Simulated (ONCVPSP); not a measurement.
# Li: generating and testing an ONCV potential

Task: generate the file, and judge it by its errors in other configurations, its logarithmic derivatives, its ghosts and its cutoff.

Method: ONCVPSP 4.0.1, PBE, scalar-relativistic.

**1. The atom and the settings**

Typed settings, in words:

```
element                 : lithium (Li, Z = 3)
type                    : optimised norm-conserving Vanderbilt (ONCV)
frozen core             : [He]
valence charge          : 1
reference configuration : 2s0.75 2p0.25
partial waves           : 2s: rc 2.00 bohr, ncon 5, nbas 10, qcut 3.9 1/bohr, 2 projectors, debl 2.6 Ha; 2p: rc 4.00 bohr, ncon 4, nbas 7, qcut 1.7 1/bohr, 3 projectors, debl 3.5 Ha; d scattering state at 0.06 Ha: rc 3.60 bohr, ncon 3, nbas 6, qcut 2.9 1/bohr, 2 projectors, debl 2.4 Ha
local potential         : polynomial inside 1.25 bohr (lpopt 5, dvloc0 1 Ha)
core correction         : Teter function, parameters optimised by the program
```

**2. The generation run**

Li.dat reads:

```
# ATOM AND REFERENCE CONFIGURATION
# atsym  z   nc   nv     iexc    psfile
  Li 3.00    1    2        4      upf
#
#   n    l    f
    1    0    2.00
    2    0    0.75
    2    1    0.25
#
# PSEUDOPOTENTIAL AND OPTIMIZATION
# lmax
    2
#
#   l,   rc,      ep,       ncon, nbas, qcut
    0    2.00    0.00    5   10    3.90
    1    4.00    0.00    4    7    1.70
    2    3.60    0.06    3    6    2.90
#
# LOCAL POTENTIAL
# lloc, lpopt,  rc(5),   dvloc0
    4    5    1.25    1.00
#
# VANDERBILT-KLEINMAN-BYLANDER PROJECTORs
# l, nproj, debl
    0    2    2.60
    1    3    3.50
    2    2    2.40
#
# MODEL CORE CHARGE
# icmod, fcfact, rcfact
    4    0.60    0.00
#
# LOG DERIVATIVE ANALYSIS
# epsh1, epsh2, depsh
   -2.00    5.00    0.02
#
# OUTPUT GRID
# rlmax, drl
    6.00    0.01
#
# TEST CONFIGURATIONS
# ncnf
    3
# nvcnf
#   n    l    f
    2
    2    0    1.00
    2    1    0.00
#
    2
    2    0    0.50
    2    1    0.00
#
    2
    2    0    0.00
    2    1    1.00
#
```

Launch:

```
oncvpsp.x < Li.dat > Li.out
```

Q: Predict the outcome of this session. Wanted: cutoffs for 1 and 0.1 mHa per electron, occupied waves; bound ghosts; GHOST(+) flags; largest test error; largest phase difference near zero energy, channels read; rms error of d²Exc/dn², without and with the model core.

As calculated:

| quantity | value |
| --- | --- |
| cutoffs for 1 and 0.1 mHa per electron, occupied waves | 2.2 Ha and 6.5 Ha |
| bound ghosts | none found |
| GHOST(+) flags | p at 170 eV, p at 194 eV, p at 387 eV (1 near or above the test basis's cutoff) |
| largest test error (AE − PS) | -6.8 meV, for 2s0 2p1 |
| largest phase difference near zero energy, channels read | 0.325 rad |
| rms error of d²Exc/dn², without and with the model core | 3.34 and 0.18 mHa |

The worst unpolarised test, 2s0 2p1, is off by 6.8 meV on 1.3 eV; by total energies transferability rates as good. It counts as soft on the atom at that tolerance, with 2.2 Ha needed at the looser tolerance. The tighter tolerance needs 6.5 Ha, and converged work needs a cutoff nearer that. At the looser tolerance the 2s wave is the slowest; 2p needs 2 Ha. No bound ghost shows below the valence levels. Of the channels read, p scatters worst near zero energy, by up to 0.33 rad. The program also flags highly localised states, GHOST(+) (p). All of this concerns the isolated atom, not yet a solid.
